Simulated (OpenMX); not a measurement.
SiO in OpenMX: the effect of biaxial strain

Crystal: SiO.

```
Si O
1.0
     0.00000    2.43364    2.43364
     2.43364    0.00000    2.43364
     2.43364    2.43364    0.00000
Si O
1 1
Direct
  0.75000 0.75000 0.75000
  0.00000 0.00000 0.00000
```

The cell was built by a generator and needn't be a form met in nature.

Alike in all runs:

- Program: OpenMX 3.8.5
- Task: band structure
- Functional: PBE
- Potentials or basis: OpenMX 2013 PBE set, Si7.0-s2p2d1, O6.0-s2p2d1, grid cutoff 400 Ry
- k mesh: 7 × 7 × 7
- Occupations: fermi-dirac, width 0.05 eV
- Spin: no spin polarisation

```csv
biaxial strain,pressure (GPa)
0 %,2.0
2 %,?
4 %,-2.6
```

Q: What does the run with biaxial strain 2 % give?

A: Pressure -0.4 GPa.

Caveats: the basis of atomic orbitals isn't converged, which shifts pressures, moduli and gaps.
